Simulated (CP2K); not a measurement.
The system is GaGe.

```
Ge Ga
1.0
     4.09817    0.00000    0.00000
     2.04909    3.54912    0.00000
     2.04909    1.18304    3.34614
Ge Ga
1 1
Direct
  0.00000 0.00000 0.00000
  0.25000 0.25000 0.25000
```

The cell comes from a database or a generator and needn't be the stable form of this composition.

Base run:

* Program: CP2K 2026.2
* Functional: LDA
* Potentials or basis: POTENTIAL_UZH Ge GTH-PBE-q4, Ga GTH-PBE-q13; TZVP-MOLOPT-PBE-GTH basis
* Density cutoff: 9184 eV
* k mesh: 8 × 8 × 8
* Occupations: fermi-dirac, width 0.05 eV
* Spin: no spin polarisation

Its results: band gap on the k mesh none (metal or under the smearing width); pressure -2.0 GPa.

The run is repeated on the same cell with these changes: functional from LDA to M06-L. What comes out?

Band gap on the k mesh none (metal or under the smearing width); pressure 1.1 GPa.

Caveats: the potentials were made for another functional, which shifts forces and pressure; the basis of atomic orbitals isn't converged, which shifts pressures, moduli and gaps.
